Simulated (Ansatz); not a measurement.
NiMoIrPdW:

```
CELL_PARAMETERS angstrom
2.77046 0.00000 0.00000
-1.38523 2.39928 0.00000
0.00000 0.00000 21.88122
ATOMIC_POSITIONS crystal
Ni 0.33333 0.66667 0.04433
Ni 0.66667 0.33333 0.95562
Mo 0.66667 0.33333 0.34270
Mo 0.66667 0.33333 0.76320
Pd 0.33333 0.66667 0.44768
Pd 0.33333 0.66667 0.65723
Ir 0.33333 0.66667 0.23988
Ir 0.33333 0.66667 0.86050
W 0.66667 0.33333 0.13646
W 0.66667 0.33333 0.55240
```

The cell was built by a generator and needn't be a form met in nature.

Base run:

```yaml
Program: Ansatz 0.2.0
Functional: PBE
Potentials_or_basis: Ansatz PAW
Cutoff: 420 eV
Density_cutoff: 1680 eV
k_mesh: 11 × 11 × 2
Occupations: fermi-dirac, width 0.05 eV
Spin: collinear spin, ferromagnetic start
Starting_moments: "[1.0, 1.0, 1.0, 1.0, 0.0, 0.0, 0.6, 0.6, 0.0, 0.0] μB"
Hubbard_terms: Ir d U = 4 eV, Mo d U = 4 eV, Ni d U = 4 eV, Pd d U = 4 eV, W d U = 4 eV
```

Its results: band gap on the k mesh none (metal or under the smearing width); pressure 3.4 GPa; net moment 1.41 μB per cell; largest force 0.375 eV/Å.

Problem. The run is repeated on the same cell with these changes: hubbard terms from Ir d U = 4 eV, Mo d U = 4 eV, Ni d U = 4 eV, Pd d U = 4 eV, W d U = 4 eV to none; hubbard projectors from ortho-atomic (the default) to none. What comes out?

Solution. Band gap on the k mesh none (metal or under the smearing width); pressure -0.1 GPa; net moment 0.00 μB per cell; largest force 0.149 eV/Å.

Caveats: the magnetic or orbital state may not be the lowest (some runs); the U is typed as a test and isn't derived for this compound (some runs); the density of states is complete only up to the lowest level of the last band computed (some runs).

Not every run made on this cell is shown here.
